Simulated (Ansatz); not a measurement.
Below is the output of a Python script on Ansatz 0.2.0, Python API that makes a single point in a Gaussian basis of H₆N₂OSi, SMILES N[SiH](N)O. Write a script that gives it. Level of theory: SVWN5, 6-31G* basis, multiplicity 1.

Contents of `h6n2osi.xyz`:
```text
10

N    -0.72100    1.04610   -0.25130
Si    0.52510    0.12060    0.13630
N    -0.34280   -1.08500    0.90250
O     1.09620   -0.50070   -1.28350
H    -0.43770    2.03670   -0.40720
H    -1.36520    1.13820    0.56020
H     1.56580    0.79390    0.96460
H    -0.97570   -1.41340    0.26400
H     0.32830   -1.85000    1.10320
H     0.41020   -0.33760   -1.98590
```

```console
$ python energy.py
E = -12932.077737 eV = -475.2450912 Ha
converged: True  doubts: none
mean field: -475.2450912 Ha, <S^2> = 0.0000, stability: minimum
Alpha     -13.098 eV  occupation 2
Alpha     -12.301 eV  occupation 2
Alpha     -11.567 eV  occupation 2
Alpha     -11.364 eV  occupation 2
Alpha      -9.430 eV  occupation 2
Alpha      -8.781 eV  occupation 2
Alpha      -7.968 eV  occupation 2
Alpha      -7.307 eV  occupation 2
Alpha      -6.410 eV  occupation 2
Alpha      -5.644 eV  occupation 2
Alpha       0.586 eV  occupation 0
Alpha       0.676 eV  occupation 0
Alpha       1.344 eV  occupation 0
Alpha       2.252 eV  occupation 0
Alpha       2.727 eV  occupation 0
Alpha       3.408 eV  occupation 0
Alpha       3.684 eV  occupation 0
Alpha       4.219 eV  occupation 0
Alpha       4.985 eV  occupation 0
```

One script that gives this output:

Script `energy.py`:
```python
# -*- coding: utf-8 -*-
"""Electronic structure of the H6N2OSi molecule."""

from dataclasses import dataclass
from pathlib import Path

import ansatz as az


@dataclass(frozen=True)
class Settings:
    basis: str = "6-31G*"


cfg = Settings()


def main():
    mol = az.Crystal.molecule_from_extxyz("h6n2osi.xyz")

    calc = (
        mol.calculation()
        .basis(gaussian=cfg.basis)
        .functional(az.LibraryFunctional("SVWN5"))
        .orbitals()
    )
    out = calc.run(threads=1, backend="cpu", runs_dir="h6n2osi_runs")
    rep = out.report

    print(f"E = {rep['free_energy_ev']:.6f} eV = {rep['free_energy_ev'] / 27.211386246:.7f} Ha")
    print("converged:", rep["converged"], " doubts:", rep["published_state_doubts"] or "none")

    state = rep["mean_field"]["state"]
    print(f"mean field: {state['energy']['hartree']:.7f} Ha, <S^2> = {abs(state['spin_squared']):.4f}, stability: {state.get('stability', {}).get('kind')}")

    lines = Path(rep["orbitals_path"]).read_text().splitlines()
    field_of = lambda key: [line.split("=")[1].strip() for line in lines if line.startswith(key)]
    orbitals = [(27.211386 * float(e), s, float(n)) for e, s, n in zip(field_of("Ene="), field_of("Spin="), field_of("Occup="))]
    homo = max(e for e, _, n in orbitals if n > 0.5)
    lumo = min(e for e, _, n in orbitals if n < 0.5)
    for e, spin, n in sorted(orbitals):
        if homo - 10 < e < lumo + 5:
            print(f"{spin:6s} {e:10.3f} eV  occupation {n:.0f}")


if __name__ == "__main__":
    main()
```

What to keep in mind:
- Total energies depend on the basis set; only differences at equal settings carry meaning.
- The geometry is a force-field or estimated start, not a minimum of this method, and the basis set is short of its limit.
- Alpha marks a spatial orbital of a restricted run, filled by both spins.
- Levels such as HOMO and LUMO are orbital energies: with these approximate functionals they aren't the ionisation energy and electron affinity, and their gap isn't the fundamental gap.
- Run time: 1.4 s on 1 thread of Arm Neoverse V1, with other jobs on the host, peak memory 0.17 GiB.
